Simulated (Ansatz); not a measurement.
I need a comparison of dispersion corrections of C3H8B2S, SMILES BSC=CBC. Use the Ansatz DFT code, driven from Python. Use (for the species named): PBE, def2-SVP basis, multiplicity 1, D3BJ dispersion.

The script reads `c3h8b2s.xyz`:
```text
14

B     1.16630   -2.60730   -1.35740
S     1.27760   -2.35160    0.49420
C     0.61470   -0.67010    0.43230
C    -0.58340   -0.42510    0.62320
B    -1.27060    1.00440    0.58170
C    -0.38690    2.32500    0.34690
H     2.04170   -2.26480   -2.07440
H     0.15020   -2.95820   -1.83630
H     1.35400    0.15650    0.32280
H    -1.33180   -1.26610    0.82080
H    -2.44560    1.13780    0.78770
H    -1.01490    3.21800    0.38520
H     0.05880    2.26460   -0.65830
H     0.35700    2.40760    1.16050
```

`disp_c3h8b2s.py`
```python
# -*- coding: utf-8 -*-
import ansatz as az

mol = az.Crystal.molecule_from_extxyz('c3h8b2s.xyz')

job = mol.calculation().basis(gaussian='def2-SVP')
for name in ['pbe', 'pbe0']:
    for correction in ('d3bj', 'd4'):
        rep = job.functional(name, dispersion=correction).run().report
        print(f'{name:8s} {correction:5s} total {rep["free_energy_ev"]:.5f} eV, of which dispersion {1000 * rep["dispersion"]["energy"]["ev"]:.2f} meV')
```

Output of `python disp_c3h8b2s.py`:
```text
pbe      d3bj  total -15409.17292 eV, of which dispersion -320.65 meV
pbe      d4    total -15409.15945 eV, of which dispersion -307.18 meV
pbe0     d3bj  total -15411.14746 eV, of which dispersion -281.36 meV
pbe0     d4    total -15411.12696 eV, of which dispersion -260.85 meV
```

Total energies depend on the basis set; only differences at equal settings carry meaning. The geometry is a force-field or estimated start, not a minimum of this method, and the basis set is short of its limit. D4 holds the three-body term, and d3bj doesn't. The whole script took 20 s on 1 thread of Arm Neoverse V2 (shared host), peak memory 0.3 GiB.
